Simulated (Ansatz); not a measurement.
**Ga4P3N: the band gap up the ladder of functionals**

An exercise on one series of results from a longer session: the logs are not shown, and one member is left open.

Program: Ansatz 0.2.0. PAW datasets, plane waves. All values are calculated for a non-magnetic cell, which may be hypothetical.

## The structure to begin with

The cell was relaxed beforehand with r2SCAN.

The symmetry is P-43m (No. 215, cubic); conventional cell a = 5.214 Å, 17.72 Å³ an atom. N has 4 Ga at 2.06 Å; Ga has 1 N at 2.06 Å and 3 P at 2.33 Å; P has 4 Ga at 2.33 Å.

Structure file:

```cif
data_structure
_symmetry_space_group_name_H-M 'P-43m'
_symmetry_Int_Tables_number 215
_cell_length_a 5.2140
_cell_length_b 5.2140
_cell_length_c 5.2140
_cell_angle_alpha 90.000
_cell_angle_beta 90.000
_cell_angle_gamma 90.000
_cell_volume 141.74
loop_
_atom_site_label
_atom_site_type_symbol
_atom_site_symmetry_multiplicity
_atom_site_Wyckoff_symbol
_atom_site_fract_x
_atom_site_fract_y
_atom_site_fract_z
_atom_site_occupancy
N1 N 1 a 0.00000 0.00000 0.00000 1
Ga1 Ga 4 e 0.77226 0.77226 0.77226 1
P1 P 3 c 0.50000 0.50000 0.00000 1
```

Set-up of the first run:

File input.yaml:

```yaml
crystal:
  lattice:
    - [5.21397283, 0.0, 0.0]
    - [0.0, 5.21397283, 0.0]
    - [0.0, 0.0, 5.21397283]
  atoms:
    - { symbol: "N", position: [0.0, 0.0, 0.0] }
    - { symbol: Ga, position: [0.7722587181, 0.7722587181, 0.7722587181] }
    - { symbol: P, position: [0.5, 0.5, 0.0] }
    - { symbol: Ga, position: [0.2277412819, 0.2277412819, 0.7722587181] }
    - { symbol: P, position: [0.5, 0.0, 0.5] }
    - { symbol: Ga, position: [0.2277412819, 0.7722587181, 0.2277412819] }
    - { symbol: P, position: [0.0, 0.5, 0.5] }
    - { symbol: Ga, position: [0.7722587181, 0.2277412819, 0.2277412819] }
kpoints:
  mp_grid: { grid: [6, 6, 6] }
  band_path:
    path:
      - [[0.0, 0.0, 0.0], [-8.096733076554e-51, 0.5, -7.842690173113e-51], [0.5, 0.5, 4.124727614318e-34], [0.0, 0.0, 0.0], [0.5, 0.5, 0.5], [-8.096733076554e-51, 0.5, -7.842690173113e-51]]
      - [[0.5, 0.5, 0.5], [0.5, 0.5, 4.124727614318e-34]]
    npoints: 10
hamiltonian:
  xc: pbe
scf:
  occupations: { method: fermi_dirac, width: 0.02 }
  n_extra_bands: 6
output:
  forces: true
  stress: true
  eigenvalues: true
```

On the command line:

```console
> ansatz run input.yaml --threads 2 --pin off --max-ram 20275MiB --backend cpu --events-out ev --progress --plain --runs-dir out
```

Steps of the session up to this table: Band structure with PBE; r2SCAN; HSE06 at the same geometry; PBE+SOC at the same geometry.

One of the session's tables, all rows but one given; the rest of the session is left out.

| level | gap (eV) |
| --- | --- |
| PBE | -0.11 |
| r2SCAN | ? |
| HSE06 | 0.64 |
| PBE+SOC | -0.13 |

Q: Estimate the row for r2SCAN from the others.

**Answer.** gap (eV): 0.12. In the column «gap (eV)» it lies between PBE (-0.11) and HSE06 (0.64).

Meshes: PBE 6×6×6, r2SCAN 6×6×6, HSE06 4×4×4, PBE+SOC 6×6×6

PBE finds no gap, while r2SCAN, HSE06 open one of up to 0.64 eV: the level of theory decides whether this is called a metal.

To keep in mind: Warnings in the runs' records: stress scf threshold loose, stress exchange threshold loose.
